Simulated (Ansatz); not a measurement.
# C2H8AlClSi: basis-set convergence

An exercise on one series of results from a longer session: the logs are not shown, and one member is left open.

Method: one geometry, several basis sets; program: Ansatz 0.2.0, Gaussian basis.

Plan: PBE0-D4/def2-SVP; ωB97M-V/def2-SVP; PBE0-D4/def2-QZVPP; ωB97M-V/def2-QZVPP; the functionals' def2-TZVPP values are taken from earlier runs.

**Structure used throughout**

All runs share one geometry, relaxed beforehand with PBE0-D4 in a triple-zeta def2 set.

SMILES `C[SiH2][AlH][CH2]Cl`, 13 atoms, charge 0, spin multiplicity 1.

Atoms are counted from 1 here; the program's logs count them from 0.

Bond lengths: C1–Si2 1.885 Å, C1–H6 1.093 Å, C1–H7 1.092 Å, C1–H8 1.092 Å, Si2–Al3 2.448 Å, Si2–H9 1.494 Å, Si2–H10 1.496 Å, Al3–C4 1.970 Å, Al3–H11 1.586 Å, C4–Cl5 1.851 Å, C4–H12 1.087 Å, C4–H13 1.087 Å. Angles: Si2–C1–H6 110.8°, Si2–C1–H7 110.7°, Si2–C1–H8 111.1°, H6–C1–H7 107.9°, H6–C1–H8 108.0°, H7–C1–H8 108.3°, C1–Si2–Al3 111.8°, C1–Si2–H9 109.2°, C1–Si2–H10 108.9°, Al3–Si2–H9 110.8°, Al3–Si2–H10 110.3°, H9–Si2–H10 105.7°, Si2–Al3–C4 116.4°, Si2–Al3–H11 127.7°, C4–Al3–H11 115.9°, Al3–C4–Cl5 80.1°, Al3–C4–H12 121.9°, Al3–C4–H13 122.6° and more.

Set-up of the first run:

in.yaml reads:

```yaml
crystal:
  periodic: [false, false, false]
  atoms:
    - {symbol: C, position_ang: [-1.264535, 1.464924, 0.523409]}
    - {symbol: Si, position_ang: [-0.281575, 0.200991, 1.519080]}
    - {symbol: Al, position_ang: [1.029858, -1.274513, 0.072012]}
    - {symbol: C, position_ang: [1.220849, -0.713840, -1.806873]}
    - {symbol: Cl, position_ang: [-0.343193, -1.695627, -1.926549]}
    - {symbol: H, position_ang: [-0.595977, 2.107168, -0.054780]}
    - {symbol: H, position_ang: [-1.938449, 0.964886, -0.175885]}
    - {symbol: H, position_ang: [-1.862623, 2.101831, 1.178673]}
    - {symbol: H, position_ang: [-1.219720, -0.588636, 2.372749]}
    - {symbol: H, position_ang: [0.616127, 0.927286, 2.470328]}
    - {symbol: H, position_ang: [1.765425, -2.621997, 0.471888]}
    - {symbol: H, position_ang: [1.925200, -1.194440, -2.481499]}
    - {symbol: H, position_ang: [0.969014, 0.287271, -2.147653]}
basis:
  gaussian: {orbitals: def2-SVP}
hamiltonian: {xc: pbe0, dispersion: d4}
output: {orbitals: {seedname: orbitals}}
```

Launch:

```sh
> ansatz run in.yaml --threads 4 --pin off --events-out ev --progress --plain --max-ram 10444MiB
```

Among the steps run: PBE0-D4 in def2-SVP; ωB97M-V in def2-SVP; PBE0-D4 in def2-QZVPP; ωB97M-V in def2-QZVPP.

One of the session's tables, all rows but one given; the rest of the session is left out.

It belongs to the step «Functionals by basis». 

```
functional       basis  HOMO (eV)
   PBE0-D4    def2-SVP      -7.18
   PBE0-D4  def2-TZVPP      -7.17
   PBE0-D4  def2-QZVPP      -7.17
   ωB97M-V    def2-SVP          ?
   ωB97M-V  def2-TZVPP      -9.17
   ωB97M-V  def2-QZVPP      -9.18
```

**Question.** Estimate the row for ωB97M-V, def2-SVP.

**Answer.** HOMO (eV): -9.15. In the column «HOMO (eV)» it lies between ωB97M-V, def2-TZVPP (-9.17) and PBE0-D4, def2-SVP (-7.18).
